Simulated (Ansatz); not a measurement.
# Fe2O3 (Hematite): the cost of one run

Method: DFT PBE, scalar-relativistic, plane waves, PAW, in Ansatz 0.2.0.

### Step 1. The structure to begin with

It takes space group R-3c (No. 167, trigonal). The conventional cell has a = 5.038 Å, b = 5.038 Å, c = 13.772 Å, α = 90.00°, β = 90.00°, γ = 120.00°. Around Fe (site symmetry 3) lie 6 O at 1.95 to 2.12 Å. O (site symmetry 2) has 4 Fe at 1.95 to 2.12 Å as nearest neighbours.

Coordinates:

```xyz
10
Lattice="2.5190 1.4543 4.5907 -2.5190 1.4543 4.5907 0.0000 -2.9087 4.5907" Properties=species:S:1:pos:R:3 pbc="T T T"
Fe    0.0000    0.0000    4.8932
Fe    0.0000    0.0000    1.9928
Fe    0.0000    0.0000    8.8788
Fe    0.0000    0.0000   11.7792
O    -0.9779    1.4543    8.0337
O    -0.7706   -1.5740    8.0337
O     1.7484    0.1197    8.0337
O     0.9779   -1.4543    5.7383
O     0.7706    1.5740    5.7383
O    -1.7484   -0.1197    5.7383
```

Starting moments: Fe 5.00 μB.

### Step 2. First run, at the start cell

input.yaml

```yaml
crystal:
  lattice:
    - [2.519, 1.4543453281, 4.5906666667]
    - [-2.519, 1.4543453281, 4.5906666667]
    - [0.0, -2.9086906562, 4.5906666667]
  atoms:
    - { symbol: Fe, position: [0.3553, 0.3553, 0.3553], spin: 5.0 }
    - { symbol: Fe, position: [0.1447, 0.1447, 0.1447], spin: 5.0 }
    - { symbol: Fe, position: [0.6447, 0.6447, 0.6447], spin: 5.0 }
    - { symbol: Fe, position: [0.8553, 0.8553, 0.8553], spin: 5.0 }
    - { symbol: O, position: [0.5559, 0.9441, 0.25] }
    - { symbol: O, position: [0.25, 0.5559, 0.9441] }
    - { symbol: O, position: [0.9441, 0.25, 0.5559] }
    - { symbol: O, position: [0.4441, 0.0559, 0.75] }
    - { symbol: O, position: [0.75, 0.4441, 0.0559] }
    - { symbol: O, position: [0.0559, 0.75, 0.4441] }
basis:
  ecutwfc: 420
  ecutrho_ratio: 4
kpoints:
  mp_grid: { grid: [6, 6, 6] }
hamiltonian:
  xc: pbe
scf:
  occupations: { method: gaussian, width: 0.05 }
output:
  forces: true
  stress: true
  eigenvalues: true
  populations: true
magnetization:
  spin_polarized: true
relax:
  f_tol: 0.01
  max_steps: 60
  cell: { stress_tol: 0.04 }
```

Launch:

```
$ ansatz run input.yaml --threads 4 --pin off --max-ram 10240MiB --backend cpu --events-out ev --progress --plain --runs-dir out
```

**Question.** How long does this run take on 4 threads of Intel Xeon 6975P-C (Granite Rapids), shared host, and how much memory does it need?

About 62 s, with a peak of 0.81 GiB.
